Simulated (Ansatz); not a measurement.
This script makes a comparison of norm-conserving and PAW potentials of Cu, space group Cmcm with Ansatz's Python interface.

`cu.cif`
```cif
data_Cu
_cell_length_a 4.158874
_cell_length_b 4.158874
_cell_length_c 2.475496
_cell_angle_alpha 90.00000
_cell_angle_beta 90.00000
_cell_angle_gamma 145.92720
_symmetry_space_group_name_H-M 'P 1'
_symmetry_Int_Tables_number 1
loop_
_symmetry_equiv_pos_as_xyz
'x, y, z'
loop_
_atom_site_label
_atom_site_type_symbol
_atom_site_fract_x
_atom_site_fract_y
_atom_site_fract_z
Cu1 Cu    0.133867    0.866133    0.250000
Cu2 Cu    0.866133    0.133867    0.750000
```

`nc_paw_cu.py`:
```python
import ansatz as az
from ase.io import read
import numpy as np
from tabulate import tabulate

KMESH = (13, 13, 12)
SMEARING = "cold"


def count_gap(report):
    # lowest empty less highest filled band, counting bands; zero where they overlap
    return max(report.get("gap_by_band_count_ev") or 0.0, 0.0)

atoms = read("cu.cif")
xtal = az.Crystal.from_ase(atoms)

setup = (
    xtal.calculation()
    .functional(az.Functional.LDA)
    .kpoints(mesh=KMESH)
    .occupations(SMEARING)
    .stress()
    .forces()
    .band_table()
)
variants = {
    "PAW": setup.pseudopotentials("paw"),
    "norm-conserving": setup.pseudopotentials("nc"),
}
rows = []
for label, variant in variants.items():
    rep = variant.run(threads=1, backend="cpu").report
    levels = np.array(rep["eigenvalues_ev"][0]) - rep["fermi_energy_ev"]
    print(label, "levels at the first k-point near E_F:", np.round(levels[np.abs(levels) < 5], 3))
    rows.append((label, rep["n_electrons"], np.trace(rep["stress_gpa"]) / 3, count_gap(rep)))
print(tabulate(rows, headers=["treatment", "electrons in bands", "P GPa", "gap by band count eV"], floatfmt=".4f", tablefmt="github"))
```

How well do the two treatments of the cores agree on the pressure?

PAW gives -7.650 GPa and norm-conserving -7.945 GPa, 0.30 GPa apart. They took 16.4 and 72.3 s of processor time.

What the script printed:

Output of `python nc_paw_cu.py`:
```text
DeckWarning: basis.ecutwfc = 420 eV, auto-derived from the records' recommended cutoffs: set by Cu (normal level)
PAW levels at the first k-point near E_F: [-4.986 -4.23  -3.746 -3.024 -2.754 -2.316 -2.001 -1.804 -1.662 -1.416
 -0.062  4.775]
DeckWarning: basis.ecutwfc = 1251.723767 eV, auto-derived from the records' recommended cutoffs: set by Cu (normal level)
norm-conserving levels at the first k-point near E_F: [-4.987 -4.222 -3.733 -2.999 -2.727 -2.281 -1.964 -1.761 -1.618 -1.379
 -0.101  4.76 ]
| treatment       |   electrons in bands |   P GPa |   gap by band count eV |
|-----------------|----------------------|---------|------------------------|
| PAW             |              38.0000 | -7.6499 |                 0.0000 |
| norm-conserving |              38.0000 | -7.9452 |                 0.0000 |
```
(Warnings from the package without file and line.)

For a metal this k-point mesh is coarse: on a finer one energies can move by several to tens of meV an atom and pressures by half a GPa or more, differences at one mesh by less. A gap by band count of zero or less means overlapping bands, a metal. At these settings the cell as given stands under about -8 GPa, so it isn't at this functional's equilibrium volume. This isn't the structure that Cu takes at ambient conditions. Levels are Kohn-Sham eigenvalues on this mesh. Stress is positive in compression. Run time: 90 s on 1 thread of Arm Neoverse N1, on a shared host, peak memory 0.86 GiB.
